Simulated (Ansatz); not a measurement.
**Ta (Ta (100), 6 layers): how the settings move a single-point run**

How sensitive is a single-point run of Ta (Ta (100), 6 layers) to its settings? A reference run comes first, then one run with altered input.

Method: reference: DFT, PBE, PAW with Ansatz's default frozen-core files, scalar-relativistic, in Ansatz 0.2.0.

### Step 1. The structure to begin with

It takes space group P4/nmm (No. 129, tetragonal). The conventional cell has a = 3.320 Å, b = 3.320 Å, c = 24.299 Å, α = 90.00°, β = 90.00°, γ = 90.00°. Ta (site symmetry 4mm) is surrounded by 4 Ta at 2.87 Å. Ta (site symmetry 4mm) is surrounded by 8 Ta at 2.87 Å.

Structure file:

```cif
data_structure
_symmetry_space_group_name_H-M 'P 1'
_symmetry_Int_Tables_number 1
_cell_length_a 3.3196
_cell_length_b 3.3196
_cell_length_c 24.2989
_cell_angle_alpha 90.000
_cell_angle_beta 90.000
_cell_angle_gamma 90.000
_cell_volume 267.76
loop_
_atom_site_label
_atom_site_type_symbol
_atom_site_fract_x
_atom_site_fract_y
_atom_site_fract_z
_atom_site_occupancy
Ta1 Ta 0.25000 0.25000 0.32923 1
Ta2 Ta 0.75000 0.75000 0.39754 1
Ta3 Ta 0.25000 0.25000 0.46585 1
Ta4 Ta 0.75000 0.75000 0.53415 1
Ta5 Ta 0.25000 0.25000 0.60246 1
Ta6 Ta 0.75000 0.75000 0.67077 1
```

### Step 2. The reference run

Contents of input.yaml:

```yaml
crystal:
  lattice:
    - [3.3195547178, 0.0, 0.0]
    - [0.0, 3.3195547178, 0.0]
    - [0.0, 0.0, 24.2989]
  atoms:
    - { symbol: Ta, position: [0.25, 0.25, 0.3292332823] }
    - { symbol: Ta, position: [0.75, 0.75, 0.3975399694] }
    - { symbol: Ta, position: [0.25, 0.25, 0.4658466565] }
    - { symbol: Ta, position: [0.75, 0.75, 0.5341533435] }
    - { symbol: Ta, position: [0.25, 0.25, 0.6024600306] }
    - { symbol: Ta, position: [0.75, 0.75, 0.6707667177] }
kpoints:
  mp_grid: { grid: [12, 12, 1] }
scf:
  occupations: { method: fermi_dirac, width: 0.08 }
hamiltonian:
  xc: pbe
  pseudopotentials: { kind: paw }
output:
  forces: true
  stress: true
  eigenvalues: true
  populations: true
efield:
  axis: 3
  amplitude: 0
  dipole_correction: true
```

The run is started by

```sh
ansatz run input.yaml --threads 2 --pin off --max-ram 5120MiB --backend cpu --events-out ev --progress --plain --runs-dir out
```

### Step 3. Changed: ecutwfc 300 eV

Edit input.yaml of step 2 so:

```diff
@@ -28 +28,3 @@
   dipole_correction: true
+basis:
+  ecutwfc: "300 eV"
```

Q: Predict the outcome of this session. Wanted: for each run, ending; energy change; gap; force.

As calculated:

```
              run     ending   energy change  gap (eV)  force (eV/Å)  cycles  time
        reference  converged               0      0.00          1.41       9  17 s
1: ecutwfc 300 eV  converged  +11.6 meV/atom      0.00          1.41       9  13 s
```

Residual by cycle in the longest SCF loop of each run; runs are numbered as in the table. The quantity is the density residual dr2, in eV.

```
cycle  reference    run 1
    1       3.49     3.53
    2       1.67     1.76
    3    0.00508  0.00393
    4     8.1e-4  0.00107
    5     2.1e-4   2.1e-4
    6     4.2e-5   4.7e-5
    7     8.3e-7   7.0e-7
    8     2.4e-7   3.7e-7
    9     9.8e-9   1.5e-8
```

What this shows: Changing the cutoff moves the energy by +11.6 meV/atom. The log warns that the cutoff is under what these potentials recommend, so the shift is basis error. Run 1 ran under the cutoff that the potentials recommend, as the log warns, so basis error is mixed into its values.
